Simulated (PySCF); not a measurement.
# C6H6F2: the cost of one run

Programs: PySCF 2.14.0, with routines of our own; each step states its level. All values are computed. Atoms count from 0.

## 1. The starting structure

14 atoms, charge 1, multiplicity 2; geometry from: GFN2-xTB.

## 2. Open-shell or spin-flip excitations: unrestricted TDA PBE0/def2-SVPD

Job settings and geometry (Å):

```
{"job": {"kind": "uabs", "xc": "PBE0", "basis": "def2-SVPD", "nstates": 10, "tda": true}, "charge": 1, "multiplicity": 2}
C      2.209422    -1.571207    -1.409710
C      1.352633    -0.874329    -0.911717
C      0.360138    -0.083510    -0.326208
C     -0.365971    -0.617347     0.723278
C     -1.437949     0.035551     1.463255
F     -1.937033    -0.759341     2.429308
C      0.174620     1.278618    -0.894352
F     -0.807732     1.977591    -0.270358
H      2.955911    -2.179721    -1.843235
H     -0.126859    -1.627351     1.042646
H     -1.116748     0.984482     1.941858
H     -2.283890     0.344530     0.813847
H      1.104475     1.865773    -0.815337
H     -0.081694     1.225788    -1.965442
```

With the program's defaults for keys left out, this is: unrestricted TDA PBE0/def2-SVPD, vertical, gas phase, core orbitals frozen in the response.

Run with:

```console
> OMP_NUM_THREADS=1 python excited_run.py task.json out
```

This one command runs all jobs of the session in turn.

**Question.** How long does this first job take on 1 thread of Arm Neoverse V2, shared host, and how much memory does it need?

About 58 s, with a peak of 0.74 GiB.
